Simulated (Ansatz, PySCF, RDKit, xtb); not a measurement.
# Isomers of Si2N2H7Cl, a sample narrowed down, part 1 of 2

Which of a sample of isomers of Si2N2H7Cl is the most stable in the gas at 298.15 K, and what are its properties? The sample is small against all isomers, and the most stable one of this formula need not be in it.

The funnel: GFN2-xTB relaxations, single points with a density functional, relaxations at PBE-D3(BJ)/def2-SVP, harmonic vibrations (at GFN2-xTB), and a last energy at a higher level. All values are calculated.

## (1) Drawing up candidates

Isomers were taken from a list of plausible structures; this is a sample, not all of them. That gives 3 candidates.

| label | SMILES | spin |
| --- | --- | --- |
| c377 | NN([SiH3])[SiH2]Cl | singlet |
| c497 | N[Si@@H](Cl)N[SiH3] | singlet |
| c679 | N[SiH2]N[SiH2]Cl | singlet |

Candidates are built by distance geometry, with a force field where one applies, in up to four conformers (letters a to d).

## (2) First filter: tight binding

All 12 starts are relaxed the same way. One of them, c497c (taken from a list of positional isomers, embedded by distance geometry and MMFF94), in full:

The input, start.xyz:

```xyz
12
c497c
Cl     1.390742    -0.822075    -0.113459
N     -0.247472    -0.909390    -2.625614
N     -1.379779     0.399637    -0.840680
Si    -0.426576    -0.989202    -0.956966
Si    -1.935770     0.510211     0.757392
H     -1.235516    -0.801921    -3.012240
H      0.038889    -1.823637    -2.968806
H     -1.119503    -2.229564    -0.624437
H     -0.802346     1.199232    -1.048763
H     -0.834229     0.690981     1.704289
H     -2.762677    -0.716208     1.127804
H     -2.793732     1.731604     0.831835
```

Command:

```
xtb start.xyz --gfn 2 --opt
```

The log of the run (excerpt; [...] marks lines left out):

```text
* xtb version 6.7.1
[...]
          :  # basis functions                  45          :
[...]
          :  # electrons                        32          :
[...]
          :  Hamiltonian                  GFN2-xTB          :
[...]
          :  net charge                          0          :
          :  unpaired electrons                  0          :
[...]
   *** convergence criteria satisfied after 15 iterations ***
[...]
   *** GEOMETRY OPTIMIZATION CONVERGED AFTER 23 ITERATIONS ***
[...]
   *** convergence criteria satisfied after 3 iterations ***
[...]
         ::                     SUMMARY                     ::
         :::::::::::::::::::::::::::::::::::::::::::::::::::::
         :: total energy             -17.534925765738 Eh    ::
         :: gradient norm              0.000549248052 Eh/a0 ::
         :: HOMO-LUMO gap              5.438823914106 eV    ::
         ::.................................................::
         :: SCC energy               -17.684265754735 Eh    ::
         :: -> isotropic ES            0.056500586726 Eh    ::
         :: -> anisotropic ES          0.004112746233 Eh    ::
         :: -> anisotropic XC          0.001138703784 Eh    ::
         :: -> dispersion             -0.009227412592 Eh    ::
         :: repulsion energy           0.149339988996 Eh    ::
         :: add. restraining           0.000000000000 Eh    ::
         :: total charge               0.000000000000 e     ::
         :::::::::::::::::::::::::::::::::::::::::::::::::::::
[...]
        16        2.0000           -0.3849657             -10.4754 (HOMO)
        17                         -0.1850926              -5.0366 (LUMO)
[...]
          | TOTAL ENERGY              -17.534925765738 Eh   |
          | GRADIENT NORM               0.000549248052 Eh/α |
          | HOMO-LUMO GAP               5.438823914106 eV   |
           -------------------------------------------------
[...]
```

Run time: 0.17 s. Hardware: 2 threads of Intel Xeon Platinum 8488C (Sapphire Rapids), shared host.

## (3) The minima found

12 of the 12 relaxations converged; 3 ended on a minimum already found. 9 distinct structures remain:

| label | start | SMILES after | spin | energy (kcal/mol) |
| --- | --- | --- | --- | --- |
| c679a | drawn | N[SiH2]N[SiH2]Cl | singlet | 0.0 |
| c679d | drawn | N[SiH2]N[SiH2]Cl | singlet | 0.2 |
| c679c | drawn | N[SiH2]N[SiH2]Cl | singlet | 0.2 |
| c679b | drawn | N[SiH2]N[SiH2]Cl | singlet | 1.6 |
| c497c | drawn | N[Si@@H](Cl)N[SiH3] | singlet | 1.7 |
| c497a | drawn | N[Si@@H](Cl)N[SiH3] | singlet | 2.4 |
| c497d | drawn | N[Si@@H](Cl)N[SiH3] | singlet | 3.1 |
| c377d | drawn | NN([SiH3])[SiH2]Cl | singlet | 36.5 |
| c377a | drawn | NN([SiH3])[SiH2]Cl | singlet | 36.7 |

## (4) Second filter: single points

A choice of the minima (the low ones first, few conformers of a pattern, up to a cap) and the lowest that fell apart get a single point at r2SCAN-D4/def2-SVP on the tight-binding geometry, and one at HF/STO-3G for comparison. The lowest singlets are also tried as triplets at the same geometry (label ending in t). Within 40 kcal/mol but not screened, among others: c679c, c679b, c497d. The first, c679a:

The input, input.yaml:

```yaml
crystal:
  periodic: [false, false, false]
  atoms:
    - {symbol: Cl, position_ang: [2.473403, -1.077560, 0.342155]}
    - {symbol: N, position_ang: [-1.384913, 1.331777, 3.523944]}
    - {symbol: "N", position_ang: [0.158965, 0.436990, 1.474336]}
    - {symbol: Si, position_ang: [-1.347300, 1.235471, 1.805692]}
    - {symbol: Si, position_ang: [0.726427, -0.148934, -0.035486]}
    - {symbol: H, position_ang: [-1.202555, 0.495064, 4.056042]}
    - {symbol: H, position_ang: [-2.136330, 1.846519, 3.952047]}
    - {symbol: H, position_ang: [-2.372887, 0.427697, 1.137605]}
    - {symbol: H, position_ang: [-1.375730, 2.619256, 1.330829]}
    - {symbol: H, position_ang: [0.851256, 0.549745, 2.198597]}
    - {symbol: H, position_ang: [0.991619, 0.913754, -1.004958]}
    - {symbol: H, position_ang: [-0.224076, -1.123844, -0.557547]}
basis:
  gaussian:
    orbitals: def2-SVP
hamiltonian:
  xc: {name: r2SCAN}
  dispersion: d4
scf:
  lower_state_search: off
total_charge: 0
output: {orbitals: {seedname: orbitals}}
```

Command:

```
ansatz run input.yaml --threads 2 --pin off --max-ram 5220MiB --events-out events.jsonl --progress --plain --runs-dir runs
```

The log of the run (excerpt; [...] marks lines left out):

```text
Warning: RAYON_NUM_THREADS=2 ignored (pool sized by the plan → 2); use --threads N
Functional definition: r2SCAN
  name "r2SCAN"
[...]
1337 factors; their error is unknown
[...]
mean field -31360.04344222 eV, -1152.4603399006 hartree, gradient 7.9e-6 eV, S^2 0.000000; 0 other end points of the search recorded, 0 dependent functions left out
reference -31360.04345312 eV, -1152.4603403013 hartree; 33, 33 occupied and 84, 84 virtual orbitals, 1337 factors
Total energy: -31360.11896705 eV, -1152.4631153872 hartree
Checks for a lower state left out: stability, starts, cluster_reference, orbital_swaps, neighbouring_geometries, increment
```

Run time: 1.7 s. Hardware: 2 threads of Intel Xeon Platinum 8488C (Sapphire Rapids), shared host; peak memory 0.16 GiB.

Relative energies in kcal/mol, each column from its lowest structure that stays in one piece:

| label | SMILES | spin | GFN2-xTB | HF/STO-3G | r2SCAN-D4/def2-SVP |
| --- | --- | --- | --- | --- | --- |
| c497a | N[Si@@H](Cl)N[SiH3] | singlet | 2.4 | 0.0 | 0.0 |
| c497c | N[Si@@H](Cl)N[SiH3] | singlet | 1.7 | 0.7 | 0.1 |
| c679d | N[SiH2]N[SiH2]Cl | singlet | 0.2 | 5.0 | 4.9 |
| c679a | N[SiH2]N[SiH2]Cl | singlet | 0.0 | 5.5 | 5.2 |
| c377a | NN([SiH3])[SiH2]Cl | singlet | 36.7 | 38.1 | 54.5 |
| c377d | NN([SiH3])[SiH2]Cl | singlet | 36.5 | 37.5 | 55.1 |
| c497at | N[Si@@H](Cl)N[SiH3] | triplet | – | – | 141.7 |
| c679dt | N[SiH2]N[SiH2]Cl | triplet | – | – | 147.7 |

Measured from c497a, GFN2-xTB misplaces c377d by 21 kcal/mol against r2SCAN-D4/def2-SVP, so minima dropped on its energies alone could hide the lowest isomer.

## (5) Refinement at PBE-D3(BJ)/def2-SVP

3 candidates are relaxed at PBE-D3(BJ)/def2-SVP (chosen among the lowest in one piece, one conformer a pattern). The first, c497a:

The input, input.yaml:

```yaml
crystal:
  periodic: [false, false, false]
  atoms:
    - {symbol: Cl, position_ang: [-0.390138, 3.588515, -0.802305]}
    - {symbol: N, position_ang: [-2.288073, 1.158858, -0.090699]}
    - {symbol: N, position_ang: [0.421233, 0.789804, -0.012870]}
    - {symbol: Si, position_ang: [-0.824969, 1.616690, -0.871088]}
    - {symbol: Si, position_ang: [2.145648, 0.986986, -0.097157]}
    - {symbol: H, position_ang: [-2.324940, 1.158635, 0.916331]}
    - {symbol: H, position_ang: [-3.156473, 1.505122, -0.462754]}
    - {symbol: H, position_ang: [-0.968270, 1.249540, -2.274089]}
    - {symbol: H, position_ang: [0.116635, -0.086768, 0.377401]}
    - {symbol: H, position_ang: [2.444611, 2.403162, 0.082726]}
    - {symbol: H, position_ang: [2.660578, 0.521361, -1.389964]}
    - {symbol: H, position_ang: [2.662444, 0.165416, 0.997741]}
basis:
  gaussian:
    orbitals: def2-SVP
relax:
  f_tol: 0.006
hamiltonian:
  xc: {name: PBE}
  dispersion: d3bj
scf:
  lower_state_search: "off"
```

Command:

```
ansatz run input.yaml --threads 2 --pin off --max-ram 5220MiB --events-out events.jsonl --progress --plain --runs-dir runs
```

The log of the run:

```text
Warning: RAYON_NUM_THREADS=2 ignored (pool sized by the plan → 2); use --threads N
The last accepted step is kept in runs//last_step.txt (removed where the run ends without a failure and the disk answers)
Functional definition: PBE
  name "PBE"
  parameter kappa = 0.804
  parameter beta = 0.06672455060314922
  exchange = pbe_x(kappa = kappa, mu = beta*pi^2/3)
  correlation = pbe_c(beta = beta)
these checks for a lower state are left out or cut short: stability, starts, cluster_reference, orbital_swaps, neighbouring_geometries, increment
1337 factors; their error is unknown
mean field evaluation 1: about -31332.5967 eV, gradient 8.4e1 eV
mean field evaluation 2: about -31281.6381 eV, gradient 1.6e2 eV
mean field evaluation 4: about -31346.5967 eV, gradient 8.1e0 eV
mean field evaluation 8: about -31346.7713 eV, gradient 3.0e-1 eV
mean field evaluation 16: about -31346.6746 eV, gradient 1.0e-3 eV
mean field -31346.67457498 eV, -1151.9690430915 hartree, gradient 2.3e-6 eV, S^2 0.000000; 0 other end points of the search recorded, 0 dependent functions left out
the calculation of the forces begins
reference -31346.67461553 eV, -1151.9690445814 hartree; 33, 33 occupied and 84, 84 virtual orbitals, 1337 factors
relax step   1: F+E_penalty+E_count = -31346.99630155 eV  Δ(F+E_penalty+E_count) = +0.000e0 eV  max|allowed force component| = 1.472e0 eV/Å  Δτ_max = 0.0000 Å  (18 SCF iters, accepted)
these checks for a lower state are left out or cut short: stability, starts, cluster_reference, orbital_swaps, neighbouring_geometries, increment
1337 factors; their error is unknown
mean field -31346.87553534 eV, -1151.9764282485 hartree, gradient 9.5e-7 eV, S^2 0.000000; 0 other end points of the search recorded, 0 dependent functions left out
the calculation of the forces begins
reference -31346.87557631 eV, -1151.9764297540 hartree; 33, 33 occupied and 84, 84 virtual orbitals, 1337 factors
relax step   2: F+E_penalty+E_count = -31347.19048087 eV  Δ(F+E_penalty+E_count) = -1.942e-1 eV  max|allowed force component| = 1.933e-1 eV/Å  Δτ_max = 0.1018 Å  (19 SCF iters, accepted)
these checks for a lower state are left out or cut short: stability, starts, cluster_reference, orbital_swaps, neighbouring_geometries, increment
1337 factors; their error is unknown
mean field evaluation 32: about -31346.8915 eV, gradient 8.7e-5 eV
mean field -31346.89151865 eV, -1151.9770156241 hartree, gradient 1.7e-6 eV, S^2 0.000000; 0 other end points of the search recorded, 0 dependent functions left out
the calculation of the forces begins
reference -31346.89155973 eV, -1151.9770171340 hartree; 33, 33 occupied and 84, 84 virtual orbitals, 1337 factors
relax step   3: F+E_penalty+E_count = -31347.20611904 eV  Δ(F+E_penalty+E_count) = -1.564e-2 eV  max|allowed force component| = 1.996e-1 eV/Å  Δτ_max = 0.0926 Å  (19 SCF iters, accepted)
[... from here on, the SCF cycles and remarks between the steps are left out ...]
relax step   4: F+E_penalty+E_count = -31347.20986251 eV  Δ(F+E_penalty+E_count) = -3.743e-3 eV  max|allowed force component| = 2.086e-1 eV/Å  Δτ_max = 0.1328 Å  (19 SCF iters, accepted)
relax step   5: F+E_penalty+E_count = -31347.21644503 eV  Δ(F+E_penalty+E_count) = -6.583e-3 eV  max|allowed force component| = 1.108e-1 eV/Å  Δτ_max = 0.0448 Å  (19 SCF iters, accepted)
relax step   6: F+E_penalty+E_count = -31347.22070042 eV  Δ(F+E_penalty+E_count) = -4.255e-3 eV  max|allowed force component| = 9.061e-2 eV/Å  Δτ_max = 0.1074 Å  (19 SCF iters, accepted)
relax step   7: F+E_penalty+E_count = -31347.22750525 eV  Δ(F+E_penalty+E_count) = -6.805e-3 eV  max|allowed force component| = 1.672e-1 eV/Å  Δτ_max = 0.1942 Å  (19 SCF iters, accepted)
relax step   8: F+E_penalty+E_count = -31347.23261653 eV  Δ(F+E_penalty+E_count) = -5.111e-3 eV  max|allowed force component| = 1.447e-1 eV/Å  Δτ_max = 0.0618 Å  (19 SCF iters, accepted)
relax step   9: F+E_penalty+E_count = -31347.24389993 eV  Δ(F+E_penalty+E_count) = -1.128e-2 eV  max|allowed force component| = 1.643e-1 eV/Å  Δτ_max = 0.1950 Å  (17 SCF iters, accepted)
relax step  10: F+E_penalty+E_count = -31347.24770213 eV  Δ(F+E_penalty+E_count) = -3.802e-3 eV  max|allowed force component| = 2.206e-1 eV/Å  Δτ_max = 0.1439 Å  (19 SCF iters, accepted)
relax step  11: F+E_penalty+E_count = -31347.25186345 eV  Δ(F+E_penalty+E_count) = -4.161e-3 eV  max|allowed force component| = 1.286e-1 eV/Å  Δτ_max = 0.0329 Å  (20 SCF iters, accepted)
relax step  12: F+E_penalty+E_count = -31347.25435036 eV  Δ(F+E_penalty+E_count) = -2.487e-3 eV  max|allowed force component| = 1.638e-2 eV/Å  Δτ_max = 0.0415 Å  (20 SCF iters, accepted)
relax step  13: F+E_penalty+E_count = -31347.25463460 eV  Δ(F+E_penalty+E_count) = -2.842e-4 eV  max|allowed force component| = 2.110e-2 eV/Å  Δτ_max = 0.0381 Å  (20 SCF iters, accepted)
relax step  14: F+E_penalty+E_count = -31347.25477334 eV  Δ(F+E_penalty+E_count) = -1.387e-4 eV  max|allowed force component| = 1.054e-2 eV/Å  Δτ_max = 0.0106 Å  (21 SCF iters, accepted)
relax step  15: F+E_penalty+E_count = -31347.25479694 eV  Δ(F+E_penalty+E_count) = -2.360e-5 eV  max|allowed force component| = 6.816e-3 eV/Å  Δτ_max = 0.0025 Å  (13 SCF iters, accepted)
these checks for a lower state are left out or cut short: stability, starts, cluster_reference, orbital_swaps, neighbouring_geometries, increment
1337 factors; their error is unknown
mean field -31346.93545057 eV, -1151.9786300923 hartree, gradient 1.2e-6 eV, S^2 0.000000; 0 other end points of the search recorded, 0 dependent functions left out
the calculation of the forces begins
reference -31346.93549212 eV, -1151.9786316195 hartree; 33, 33 occupied and 84, 84 virtual orbitals, 1337 factors
relax step  16: F+E_penalty+E_count = -31347.25481373 eV  Δ(F+E_penalty+E_count) = -1.679e-5 eV  max|allowed force component| = 4.818e-3 eV/Å  Δτ_max = 0.0041 Å  (13 SCF iters, accepted)
Total energy: -31347.25485529 eV, -1151.9903679994 hartree
Atom 0 at    -0.068064     3.310692    -1.348080 Å, force    -0.000078    -0.002324     0.000187 eV/Å
Atom 1 at    -2.290377     1.355691     0.041540 Å, force     0.000198    -0.002540     0.002483 eV/Å
Atom 2 at     0.410583     0.586376    -0.156666 Å, force     0.004818     0.004053    -0.004672 eV/Å
Atom 3 at    -0.888060     1.406987    -0.960217 Å, force    -0.002132     0.001660     0.003422 eV/Å
Atom 4 at     2.100330     1.066877    -0.000995 Å, force    -0.001933    -0.000361     0.003016 eV/Å
Atom 5 at    -2.234953     1.698717     1.004405 Å, force     0.000409     0.000738    -0.001319 eV/Å
Atom 6 at    -3.205056     1.559854    -0.369242 Å, force    -0.000027     0.000302    -0.001617 eV/Å
Atom 7 at    -1.318710     0.874743    -2.291644 Å, force     0.000851    -0.000162    -0.000935 eV/Å
Atom 8 at     0.165429    -0.313300     0.268770 Å, force    -0.002853    -0.000561     0.000835 eV/Å
Atom 9 at     2.296027     2.255915     0.899269 Å, force     0.000747    -0.000050     0.000487 eV/Å
Atom 10 at     2.731686     1.369606    -1.330735 Å, force    -0.000691    -0.000526    -0.001744 eV/Å
Atom 11 at     2.799449    -0.114836     0.616869 Å, force     0.000692    -0.000228    -0.000144 eV/Å
Dipole moment:    -0.427812    -0.258809     0.270359 e Å
Checks for a lower state left out: stability, starts, cluster_reference, orbital_swaps, neighbouring_geometries, increment
```

Run time: 20 s. Hardware: 2 threads of Intel Xeon Platinum 8488C (Sapphire Rapids), shared host; peak memory 0.17 GiB.

Energy change by step (eV): 0.0000, -0.1942, -0.2098, -0.2136, -0.2201, -0.2244, -0.2312, -0.2363, -0.2476, -0.2514, -0.2556, -0.2580, -0.2583, -0.2585, -0.2585, -0.2585.

After the run. Bond lengths: Cl1–Si4 2.109 Å, N2–Si4 1.724 Å, N3–Si4 1.734 Å, N3–Si5 1.764 Å, N2–H6 1.024 Å, N2–H7 1.023 Å, Si4–H8 1.497 Å, N3–H9 1.025 Å, Si5–H10 1.504 Å, Si5–H11 1.503 Å, Si5–H12 1.506 Å. Some angles: Cl1–Si4–N2 116.7°, Cl1–Si4–N3 102.8°, N2–Si4–N3 109.0°, Si4–N3–Si5 129.0°, Cl1–Si4–H8 105.6°, N2–Si4–H8 105.8°, N3–Si4–H8 117.3°, Si4–N2–H6 119.5°, Si4–N2–H7 119.2°, Si4–N3–H9 115.4°.

## (6) Ranking at PBE-D3(BJ)/def2-SVP

| label | spin | r2SCAN-D4/def2-SVP (kcal/mol) | PBE-D3(BJ)/def2-SVP, relaxed (kcal/mol) | time |
| --- | --- | --- | --- | --- |
| c497a | singlet | 0.0 | 0.0 | 20 s |
| c679d | singlet | 4.9 | 2.1 | 32 s |
| c377a | singlet | 54.5 | 51.3 | 16 s |

c497a: Bond lengths: Cl1–Si4 2.109 Å, N2–Si4 1.724 Å, N3–Si4 1.734 Å, N3–Si5 1.764 Å, N2–H6 1.024 Å, N2–H7 1.023 Å, Si4–H8 1.497 Å, N3–H9 1.025 Å, Si5–H10 1.504 Å, Si5–H11 1.503 Å, Si5–H12 1.506 Å. Some angles: Cl1–Si4–N2 116.7°, Cl1–Si4–N3 102.8°, N2–Si4–N3 109.0°, Si4–N3–Si5 129.0°, Cl1–Si4–H8 105.6°, N2–Si4–H8 105.8°, N3–Si4–H8 117.3°, Si4–N2–H6 119.5°, Si4–N2–H7 119.2°, Si4–N3–H9 115.4°.

c679d: Bond lengths: N2–Si4 1.738 Å, N3–Si4 1.763 Å, Cl1–Si5 2.106 Å, N3–Si5 1.735 Å, N2–H6 1.024 Å, N2–H7 1.023 Å, Si4–H8 1.503 Å, Si4–H9 1.509 Å, N3–H10 1.027 Å, Si5–H11 1.498 Å, Si5–H12 1.495 Å. Some angles: N2–Si4–N3 109.7°, Si4–N3–Si5 124.5°, Cl1–Si5–N3 112.1°, N2–Si4–H8 105.4°, N2–Si4–H9 117.5°, N3–Si4–H8 112.1°, N3–Si4–H9 102.7°, Si4–N2–H6 118.8°, Si4–N2–H7 119.6°, Si4–N3–H10 114.8°.

c377a: Bond lengths: N2–N3 1.441 Å, N3–Si4 1.767 Å, Cl1–Si5 2.098 Å, N3–Si5 1.742 Å, N2–H6 1.032 Å, N2–H7 1.031 Å, Si4–H8 1.503 Å, Si4–H9 1.505 Å, Si4–H10 1.504 Å, Si5–H11 1.501 Å, Si5–H12 1.497 Å. Some angles: N2–N3–Si4 110.2°, N2–N3–Si5 118.5°, Si4–N3–Si5 130.4°, Cl1–Si5–N3 109.6°, N3–N2–H6 109.0°, N3–N2–H7 109.2°, N3–Si4–H8 110.4°, N3–Si4–H9 106.5°, N3–Si4–H10 111.6°, Cl1–Si5–H11 104.9°.

## (7) Vibrations and thermal terms

The lowest few in one piece go on as finalists. In this search the thermal terms come from GFN2-xTB at its own nearest minimum. The first, c497a:

The input, start.xyz:

```xyz
12
c497a
Cl    -0.068064     3.310692    -1.348080
N     -2.290377     1.355691     0.041540
N      0.410583     0.586376    -0.156666
Si    -0.888060     1.406987    -0.960217
Si     2.100330     1.066877    -0.000995
H     -2.234953     1.698717     1.004405
H     -3.205056     1.559854    -0.369242
H     -1.318710     0.874743    -2.291644
H      0.165429    -0.313300     0.268770
H      2.296027     2.255915     0.899269
H      2.731686     1.369606    -1.330735
H      2.799449    -0.114836     0.616869
```

Command:

```
xtb start.xyz --gfn 2 --ohess tight
```

The log of the run (excerpt; [...] marks lines left out):

```text
[...]
         ::                     SUMMARY                     ::
         :::::::::::::::::::::::::::::::::::::::::::::::::::::
         :: total energy             -17.533739821827 Eh    ::
         :: gradient norm              0.000076895688 Eh/a0 ::
         :: HOMO-LUMO gap              5.436866255660 eV    ::
         ::.................................................::
         :: SCC energy               -17.682578385142 Eh    ::
         :: -> isotropic ES            0.057302130276 Eh    ::
         :: -> anisotropic ES          0.004034014225 Eh    ::
         :: -> anisotropic XC          0.001869340293 Eh    ::
         :: -> dispersion             -0.009380822503 Eh    ::
         :: repulsion energy           0.148838563315 Eh    ::
         :: add. restraining           0.000000000000 Eh    ::
         :: total charge               0.000000000000 e     ::
         :::::::::::::::::::::::::::::::::::::::::::::::::::::
[...]
          | TOTAL ENERGY              -17.533739821845 Eh   |
          | TOTAL ENTHALPY            -17.448445920635 Eh   |
          | TOTAL FREE ENERGY         -17.493229335734 Eh   |
          | GRADIENT NORM               0.000076906678 Eh/α |
[...]
```

Run time: 0.44 s. Hardware: 2 threads of Intel Xeon Platinum 8488C (Sapphire Rapids), shared host.

## (8) Thermal terms of the finalists

As xtb prints them, at 298.15 K, with its own treatment of low modes:

| label | SMILES | spin | lowest mode (cm⁻¹) | zero-point (kcal/mol) | G − E (kcal/mol) |
| --- | --- | --- | --- | --- | --- |
| c497a | N[Si@@H](Cl)N[SiH3] | singlet | 30 | 47.0 | 25.4 |
| c679d | N[SiH2]N[SiH2]Cl | singlet | 24 | 47.2 | 25.9 |
| c377a | NN([SiH3])[SiH2]Cl | singlet | 23 | 46.0 | 24.6 |

(Continued in part 2 of 2.)
